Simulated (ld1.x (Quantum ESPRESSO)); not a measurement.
# Hafnium: generating and testing an ultrasoft potential

Task: generate the file, and judge it by its errors in other configurations, its logarithmic derivatives, its ghosts and its cutoff.

The numbers are computed with ld1.x (Quantum ESPRESSO) 7.5 (PBE, scalar-relativistic, spin-unpolarised reference atom).

### 1 Starting point

Typed settings, in words:

* element: hafnium (Hf, Z = 72)
* type: ultrasoft
* frozen core: [Xe] 4f14
* valence charge: 4
* reference configuration: 5d1 6s0 6p0 (charge +3)
* partial waves: 6s (bound, empty): rcut 2.05, rcutus 2.15 bohr; 6s channel at 3.35 Ry: rcut 2.05, rcutus 2.15 bohr; 6p (bound, empty): rcut 2.45, rcutus 3.40 bohr; 6p channel at 0.9 Ry: rcut 2.45, rcutus 3.40 bohr; 5d (bound): rcut 2.80, rcutus 3.25 bohr; 5d channel at -1.35 Ry: rcut 2.80, rcutus 3.25 bohr
* local potential: all-electron potential smoothed inside 2.45 bohr (lloc = -2)
* core correction: Bessel-smoothed model core inside 1.30 bohr
* augmentation charge: PSQ, inside the norm-conserving radii

The outer shells as boxes (Hund's rule for the drawing; the calculation is spin-unpolarised):

```
[Xe] core
4f [↑↓][↑↓][↑↓][↑↓][↑↓][↑↓][↑↓]
5d [↑ ][  ][  ][  ][  ]
6s [  ]
6p [  ][  ][  ]
```

An earlier all-electron run gives the scale for the radii.

All-electron outer shells of the reference configuration (PBE, scalar-relativistic, ld1.x):

```tsv
shell	level (eV)	outermost node (bohr)	outermost maximum (bohr)
4f	-44.15	–	0.45
5d	-27.13	0.66	1.57
6s	-25.96	1.34	2.55
6p	-19.30	1.58	3.08
5f	-9.52	1.00	4.00
```

### 2 The generation run

The input, Hf.in:

```
 &input
   title='Hf', zed=72., rel=1, dft='PBE', iswitch=3,
   config='[Xe] 4f14 5d1 6s0 6p0',
   nld=3, rlderiv=3.70, eminld=-4.0, emaxld=5.0, deld=0.02
 /
 &inputp
   pseudotype=3, tm=.true., lloc=-2, rcloc=2.45,
   nlcc=.true., new_core_ps=.true., rcore=1.30,
   which_augfun='PSQ', rmatch_augfun_nc=.true.,
   file_pseudopw='Hf.UPF', file_wfcaegen='ae.wfc', file_wfcncgen='nc.wfc', file_beta='beta', file_chi='chi', file_wfcusgen='us.wfc'
 /
6
6S  1  0   0.00   0.00  2.05  2.15  0.0
6S  1  0   0.00   3.35  2.05  2.15  0.0
6P  2  1   0.00   0.00  2.45  3.40  0.0
6P  2  1   0.00   0.90  2.45  3.40  0.0
5D  3  2   1.00   0.00  2.80  3.25  0.0
5D  3  2   0.00  -1.35  2.80  3.25  0.0
 &test
   configts(1)='5d1 6s0 6p0'
 /
```

Command:

```console
$ ld1.x < Hf.in > Hf.out
```

The output, Hf.out (without the banner and most projector matrices):

```text
     Program LD1 v.7.5
     --------------------------- All-electron run ----------------------------

     Hf
     scalar relativistic calculation

     atomic number is 72.00
     dft =PBE   lsd =0 sic =0 latt =0  beta=0.20 tr2=1.0E-14
     Exchange-correlation= PBE
                           (   1   4   3   4   0   0   0)
     mesh =1271 r(mesh) =  99.31870 a.u. xmin = -7.00 dx = 0.01250
     1 Ry =  13.60569312 eV, c = 137.03599908

     n l     nl                  e(Ry)          e(Ha)          e(eV)
     1 0     1S 1( 2.00)     -4800.6315     -2400.3158    -65315.9192
     2 0     2S 1( 2.00)      -822.6619      -411.3309    -11192.8850
     2 1     2P 1( 6.00)      -722.5326      -361.2663     -9830.5564
     3 0     3S 1( 2.00)      -188.9944       -94.4972     -2571.4002
     3 1     3P 1( 6.00)      -159.0862       -79.5431     -2164.4777
     4 0     4S 1( 2.00)       -39.6803       -19.8401      -539.8778
     4 1     4P 1( 6.00)       -29.8711       -14.9356      -406.4174
     3 2     3D 1(10.00)      -123.7117       -61.8559     -1683.1839
     5 0     5S 1( 2.00)        -6.9285        -3.4642       -94.2665
     5 1     5P 1( 6.00)        -4.5944        -2.2972       -62.5102
     4 2     4D 1(10.00)       -17.2002        -8.6001      -234.0210
     4 3     4F 1(14.00)        -3.2449        -1.6225       -44.1498
     5 2     5D 1( 1.00)        -1.9937        -0.9969       -27.1263
     6 0     6S 1( 0.00)        -1.9080        -0.9540       -25.9592
     6 1     6P 1( 0.00)        -1.4186        -0.7093       -19.3009

     final scf error:  7.3E-15 reached in  32 iterations

     Etot =  -30153.212710 Ry,  -15076.606355 Ha, -410255.358809 eV

     Ekin =   33043.441131 Ry,   16521.720566 Ha,  449578.919763 eV
     Encl =  -74254.402047 Ry,  -37127.201024 Ha,-1010282.607287 eV
     Eh   =   11671.513936 Ry,    5835.756968 Ha,  158799.036890 eV
     Exc  =    -613.765730 Ry,    -306.882865 Ha,   -8350.708174 eV

     normalization and overlap integrals

     s(1S/1S) =  1.000000  <r> =   0.0190  <r2> =    0.0005  r(max) =   0.0120
     s(2S/2S) =  1.000000  <r> =   0.0804  <r2> =    0.0076  r(max) =   0.0679
     s(2P/2P) =  1.000000  <r> =   0.0717  <r2> =    0.0063  r(max) =   0.0556
     s(3S/3S) =  1.000000  <r> =   0.2086  <r2> =    0.0498  r(max) =   0.1917
     s(3P/3P) =  1.000000  <r> =   0.2085  <r2> =    0.0504  r(max) =   0.1893
     s(4S/4S) =  1.000000  <r> =   0.4682  <r2> =    0.2475  r(max) =   0.4375
     s(4P/4P) =  1.000000  <r> =   0.4977  <r2> =    0.2818  r(max) =   0.4599
     s(3D/3D) =  1.000000  <r> =   0.1890  <r2> =    0.0419  r(max) =   0.1550
     s(5S/5S) =  1.000000  <r> =   1.1302  <r2> =    1.4354  r(max) =   1.0109
     s(5P/5P) =  1.000000  <r> =   1.3226  <r2> =    1.9803  r(max) =   1.1599
     s(4D/4D) =  1.000000  <r> =   0.5352  <r2> =    0.3324  r(max) =   0.4716
     s(4F/4F) =  1.000000  <r> =   0.6733  <r2> =    0.5835  r(max) =   0.4542
     s(5D/5D) =  1.000000  <r> =   1.9389  <r2> =    4.3559  r(max) =   1.5657
     s(6S/6S) =  1.000000  <r> =   2.7810  <r2> =    8.6163  r(max) =   2.5493
     s(6P/6P) =  1.000000  <r> =   3.3459  <r2> =   12.4797  r(max) =   3.0751

     ------------------------ End of All-electron run ------------------------

     --------------------- Generating US pseudopotential ---------------------

      Generating local potential from pseudized AE potential:
      Matching radius rcloc =   2.4500
      Enforcing V''(0)=0 (lloc=-2)

      Local pseudo, rcloc= 2.456 Estimated cut-off energy=     5.10 Ry

      Computing core charge for nlcc:

       r > 1.31 : true rho core
      Core charge pseudized with two Bessel functions
      Integrated core pseudo-charge :  19.33
      Wfc-us  6S rcutus= 2.167  Estimated cut-off energy=    25.36 Ry
      Wfc-us  6S rcutus= 2.167  Estimated cut-off energy=    15.81 Ry
      Wfc-us  6P rcutus= 3.398  Estimated cut-off energy=     6.70 Ry
      Wfc-us  6P rcutus= 3.398  Estimated cut-off energy=    12.95 Ry
      Wfc-us  5D rcutus= 3.233  Estimated cut-off energy=    11.62 Ry
      Wfc-us  5D rcutus= 3.233  Estimated cut-off energy=    19.99 Ry

      Problem with multipole  5  2:  5  2 l3=  4      0.0000103

     Q pseudized with Bessel functions
     Expected ecutrho=      64.9734 due to l1=  0   l2=  2

     ------------------- End of pseudopotential generation -------------------

     [... the all-electron block is printed once more ...]


     Computing logarithmic derivative in   3.68623

       Warning: n=1, l=0 expected 0 nodes, found 1
       Setting wfc to zero for this iteration
       (This warning will only be printed once per wavefunction)

       Zero norm: self consistency problem; state:  2 (l=  0, j=0.0)
     Computing logarithmic derivative in   3.68623
     Computing the partial wave expansion
     R is outside the sphere for l=    0 j= 0.00
     R is outside the sphere for l=    0 j= 0.00
     R is outside the sphere for l=    1 j= 0.00
     R is outside the sphere for l=    1 j= 0.00
     R is outside the sphere for l=    2 j= 0.00
     R is outside the sphere for l=    2 j= 0.00

     ---------------------- Testing the pseudopotential ----------------------

     Hf
     scalar relativistic calculation

     atomic number is 72.00   valence charge is  4.00
     dft =PBE   lsd =0 sic =0 latt =0  beta=0.20 tr2=1.0E-14
     mesh =1271 r(mesh) =  99.31870 xmin = -7.00 dx = 0.01250

     n l     nl             e AE (Ry)        e PS (Ry)    De AE-PS (Ry)
     3 2     5D   1( 1.00)       -1.99375       -1.99375        0.00000
     1 0     6S   1( 0.00)       -1.90796       -1.90796        0.00000
     2 1     6P   1( 0.00)       -1.41859       -1.41859        0.00000

     eps = 1.1E-17  iter =  3

     Etot =  -30153.212710 Ry,  -15076.606355 Ha, -410255.358809 eV
     Etotps =   -38.098296 Ry,     -19.049148 Ha,    -518.353727 eV

     Ekin =       1.166133 Ry,       0.583067 Ha,      15.866050 eV
     Encl =      -3.712005 Ry,      -1.856002 Ha,     -50.504400 eV
     Ehrt =       0.469189 Ry,       0.234595 Ha,       6.383648 eV
     Ecxc =     -36.796133 Ry,     -18.398067 Ha,    -500.636897 eV
     (Ecc =     -35.655625 Ry,     -17.827813 Ha,    -485.119494 eV)
     Epseu=       0.774519 Ry,       0.387260 Ha,      10.537873 eV

     ---------------------- End of pseudopotential test ----------------------
```

Wall time 1.7 s (1 thread of Neoverse-V2, shared host). (Generation and the later configuration tests together.)

Partial waves on a coarse radial grid (AE all-electron, PS pseudo):

| r (bohr) | 5d AE | 5d PS |
| --- | --- | --- |
| 0.170 | 0.1483 | 0.0013 |
| 0.340 | -0.2966 | 0.0099 |
| 0.510 | -0.2600 | 0.0319 |
| 0.680 | 0.0286 | 0.0709 |
| 0.850 | 0.3194 | 0.1277 |
| 1.020 | 0.5376 | 0.1996 |
| 1.190 | 0.6776 | 0.2814 |
| 1.360 | 0.7529 | 0.3656 |
| 1.530 | 0.7800 | 0.4443 |
| 1.700 | 0.7731 | 0.5097 |
| 1.870 | 0.7435 | 0.5559 |
| 2.040 | 0.6997 | 0.5795 |
| 2.210 | 0.6478 | 0.5800 |
| 2.380 | 0.5921 | 0.5598 |
| 2.550 | 0.5355 | 0.5237 |
| 2.720 | 0.4800 | 0.4774 |
| 2.890 | 0.4269 | 0.4269 |
| 3.060 | 0.3770 | 0.3771 |
| 3.230 | 0.3309 | 0.3309 |
| 3.400 | 0.2887 | 0.2887 |
| 3.570 | 0.2507 | 0.2507 |
| 3.740 | 0.2166 | 0.2166 |
| 3.910 | 0.1863 | 0.1863 |
| 4.080 | 0.1596 | 0.1596 |
| 4.250 | 0.1362 | 0.1362 |
| 4.420 | 0.1159 | 0.1159 |

### 3 Transferability test

The input, Hf.test.in:

```
 &input
   title='Hf', zed=72., rel=1, dft='PBE', iswitch=2,
   config='[Xe] 4f14 5d1 6s0 6p0'
 /
 &test
   file_pseudo='Hf.UPF', nconf=8,
   configts(1)='5d1 6s0 6p0',
   configts(2)='5d2 6s2 6p0',
   configts(3)='5d2 6s1 6p0',
   configts(4)='5d2 6s0 6p0',
   configts(5)='5d2.5 6s1.5 6p0',
   configts(6)='5d1 6s2 6p1',
   configts(7)='5d1 6s2 6p0',
   configts(8)='5d2 6s1 6p1'
 /
```

Command:

```console
$ ld1.x < Hf.test.in > Hf.test.out
```

Hf.test.out, the pseudopotential blocks, each with the warnings that came before it:

```text
     Warning: n=1, l=0 expected 0 nodes, found 1
     ---------------------- Testing the pseudopotential ----------------------

     Hf
     scalar relativistic calculation

     atomic number is 72.00   valence charge is  4.00
     dft =PBE   lsd =0 sic =0 latt =0  beta=0.20 tr2=1.0E-14
     mesh =1271 r(mesh) =  99.31870 xmin = -7.00 dx = 0.01250

     n l     nl             e AE (Ry)        e PS (Ry)    De AE-PS (Ry)
     3 2     5D   1( 1.00)       -1.99375       -1.99375        0.00000
     1 0     6S   1( 0.00)       -1.90796       -1.90796        0.00000
     2 1     6P   1( 0.00)       -1.41859       -1.41859        0.00000

     eps = 1.1E-17  iter =  3

     Etot =  -30153.212710 Ry,  -15076.606355 Ha, -410255.358809 eV
     Etotps =   -38.098296 Ry,     -19.049148 Ha,    -518.353727 eV

     Ekin =       1.166133 Ry,       0.583067 Ha,      15.866050 eV
     Encl =      -3.712005 Ry,      -1.856002 Ha,     -50.504400 eV
     Ehrt =       0.469189 Ry,       0.234595 Ha,       6.383648 eV
     Ecxc =     -36.796133 Ry,     -18.398067 Ha,    -500.636897 eV
     (Ecc =     -35.655625 Ry,     -17.827813 Ha,    -485.119494 eV)
     Epseu=       0.774519 Ry,       0.387260 Ha,      10.537873 eV

     ---------------------- End of pseudopotential test ----------------------

     BEWARE! Errors in PS-KS equations
     Warning: n=2, l=1 expected 0 nodes, found 1
     Warning: n=3, l=2 expected 0 nodes, found 1
     ---------------------- Testing the pseudopotential ----------------------

     Hf
     [...]
     n l     nl             e AE (Ry)        e PS (Ry)    De AE-PS (Ry)
     3 2     5D   1( 2.00)       -0.19761       -0.19761        0.00000
     1 0     6S   1( 2.00)       -0.37544       -0.37544        0.00000
     2 1     6P   1( 0.00)       -0.10262       -0.10262        0.00000

     eps = 9.0E-31  iter =  3

     Etot =  -30156.442974 Ry,  -15078.221487 Ha, -410299.308785 eV
     Etotps =   -36.801737 Ry,     -18.400869 Ha,    -500.713143 eV
     dEtot_ae =      -3.230264 Ry
     dEtot_ps =       1.296559 Ry,   Delta E=      -4.526823 Ry

     [...]
     ---------------------- End of pseudopotential test ----------------------

     BEWARE! Errors in PS-KS equations
     ---------------------- Testing the pseudopotential ----------------------

     Hf
     [...]
     n l     nl             e AE (Ry)        e PS (Ry)    De AE-PS (Ry)
     3 2     5D   1( 2.00)       -0.67663       -0.67663        0.00000
     1 0     6S   1( 1.00)       -0.80664       -0.80664        0.00000
     2 1     6P   1( 0.00)       -0.46737       -0.46737        0.00000

     eps = 5.4E-31  iter =  3

     Etot =  -30155.856735 Ry,  -15077.928367 Ha, -410291.332597 eV
     Etotps =   -37.815526 Ry,     -18.907763 Ha,    -514.506442 eV
     dEtot_ae =      -2.644025 Ry
     dEtot_ps =       0.282770 Ry,   Delta E=      -2.926795 Ry

     [...]
     ---------------------- End of pseudopotential test ----------------------

     BEWARE! Errors in PS-KS equations
     ---------------------- Testing the pseudopotential ----------------------

     Hf
     [...]
     n l     nl             e AE (Ry)        e PS (Ry)    De AE-PS (Ry)
     3 2     5D   1( 2.00)       -1.22774       -1.22774        0.00000
     1 0     6S   1( 0.00)       -1.28626       -1.28626        0.00000
     2 1     6P   1( 0.00)       -0.88327       -0.88327        0.00000

     eps = 9.7E-31  iter =  3

     Etot =  -30154.814546 Ry,  -15077.407273 Ha, -410277.152887 eV
     Etotps =   -38.111100 Ry,     -19.055550 Ha,    -518.527926 eV
     dEtot_ae =      -1.601835 Ry
     dEtot_ps =      -0.012803 Ry,   Delta E=      -1.589032 Ry

     [...]
     ---------------------- End of pseudopotential test ----------------------

     BEWARE! Errors in PS-KS equations
     ---------------------- Testing the pseudopotential ----------------------

     Hf
     [...]
     n l     nl             e AE (Ry)        e PS (Ry)    De AE-PS (Ry)
     3 2     5D   1( 2.50)       -0.16888       -0.16888        0.00000
     1 0     6S   1( 1.50)       -0.36016       -0.36016        0.00000
     2 1     6P   1( 0.00)       -0.09728       -0.09728        0.00000

     eps = 4.0E-31  iter =  3

     Etot =  -30156.350724 Ry,  -15078.175362 Ha, -410298.053655 eV
     Etotps =   -36.618058 Ry,     -18.309029 Ha,    -498.214059 eV
     dEtot_ae =      -3.138013 Ry
     dEtot_ps =       1.480238 Ry,   Delta E=      -4.618252 Ry

     [...]
     ---------------------- End of pseudopotential test ----------------------
```

7 tests gave no usable energy difference (5d2 6s2 6p0; 5d2 6s1 6p0; 5d2 6s0 6p0; 5d2.5 6s1.5 6p0; others); the test run stopped with "negative rho".

### 4 Logarithmic derivatives

Taken from the files of the generation run. The phase is arctan(r·u′/u) with u = r·R, unwrapped, with energies in Ry. A pole is an energy at which the radial function vanishes at the test radius. The pseudo phase is shifted by a multiple of π to meet the all-electron one at the reference energy. Levels narrower than the energy grid can be missing from the poles. The last column is the largest difference on the grid between −1 and +1 Ry.

| channel | radius (bohr) | reference (Ry) | poles AE | poles PS | window around the reference with phases within 0.05 rad (Ry) | largest difference near zero (rad) |
| --- | --- | --- | --- | --- | --- | --- |
| s | 3.69 | -1.91 | -1.42, 2.85 | -1.42, 2.84 | below 0.4 | 0.050 |
| p | 3.69 | -1.42 | -0.51, 4.04 | -0.52, 3.00 | below 1.5 | 0.001 |
| d | 3.69 | -1.99 | -1.89, 1.15 | -1.89, 0.93 | below -0.5 | 0.061 |

Phases (rad) along the scan:

| E (Ry) | d AE | d PS | p AE | p PS |
| --- | --- | --- | --- | --- |
| -4.00 | 1.399 | 1.399 | 1.390 | 1.387 |
| -3.52 | 1.378 | 1.378 | 1.365 | 1.363 |
| -3.04 | 1.346 | 1.345 | 1.326 | 1.325 |
| -2.56 | 1.276 | 1.276 | 1.256 | 1.255 |
| -2.08 | -0.001 | -0.002 | 1.077 | 1.075 |
| -1.60 | -1.771 | -1.771 | 0.004 | 0.003 |
| -1.12 | -1.958 | -1.958 | -1.319 | -1.320 |
| -0.64 | -2.519 | -2.537 | -1.540 | -1.541 |
| -0.16 | -4.128 | -4.174 | -1.639 | -1.640 |
| 0.32 | -4.531 | -4.560 | -1.726 | -1.727 |
| 0.80 | -4.658 | -4.688 | -1.862 | -1.862 |
| 1.28 | -4.729 | -4.771 | -2.305 | -2.312 |
| 1.76 | -4.789 | -4.862 | -3.985 | -4.044 |
| 2.24 | -4.861 | -5.042 | -4.458 | -4.500 |
| 2.72 | -4.997 | -5.988 | -4.586 | -4.641 |
| 3.20 | -5.561 | -7.429 | -4.648 | -4.789 |
| 3.68 | -7.310 | -7.660 | -4.689 | -7.535 |
| 4.16 | -7.643 | -7.743 | -4.720 | -7.769 |
| 4.64 | -7.743 | -7.787 | -4.750 | -7.822 |

### 5 Cutoff and ghost test in a Bessel basis

This step uses the generator's waves and projectors in a separate script. Basis: spherical Bessel functions vanishing at 20 bohr, q² up to the cutoff; potential fixed at the reference.

All-electron valence levels (Ry): 6s -1.9080, 6p -1.4186, 5d -1.9937. The lowest levels of each channel (Ry) by cutoff; the last column sums, over occupied levels, occupation times the distance from the level at 400 Ry. A positive value at high cutoff is not a bound level.

| cutoff (Ry) | s #1 | s #2 | p #1 | d #1 | f #1 | Σ f·Δε (mRy) |
| --- | --- | --- | --- | --- | --- | --- |
| 8 | -2.0878 | -0.9062 | -1.4185 | -1.9914 | -0.6890 | 2.3 |
| 10 | -2.1186 | -0.9122 | -1.4186 | -1.9934 | -0.6900 | 0.4 |
| 12 | -2.4712 | -1.0297 | -1.4186 | -1.9935 | -0.6903 | 0.2 |
| 15 | -8.5727 | -1.8179 | -1.4186 | -1.9936 | -0.6904 | 0.1 |
| 400 | -65.7507 | -1.9080 | -1.4186 | -1.9937 | -0.6904 | 0.0 |

The sum stays within 10 mRy from 8 Ry and within 1 mRy from 10 Ry. The sum leaves out empty levels, which can need more. Ghost test: ghost state, bound below the all-electron valence or empty levels of the same l: s at -894.6 eV.

### 6 Outcome

| quantity | value |
| --- | --- |
| cutoffs for 10 and 1 mRy, occupied levels | 8 Ry and 10 Ry |
| bound ghosts | s at -894.58 eV |
| configuration tests | no usable energy difference |
| largest phase difference near zero energy, channels read | 0.061 rad |
| lowest eigenvalue of the overlap (Bessel basis) | 0.002 (s) |
| density cutoff estimated by the generator | 65 Ry |

What this shows: A bound ghost (s) makes it unfit for use: electrons can fall into a state that the atom doesn't have. The overlap operator is nearly singular (0.002). The test run broke off, so later configurations gave nothing; no test gave an energy difference. By its cutoff, 8 Ry for the looser tolerance, it is soft on the atom at that tolerance. That counts occupied waves only; other projectors can need more. Of the channels read, d scatters worst near zero energy, by up to 0.06 rad. These are tests on the free atom; a crystal test is still owed.
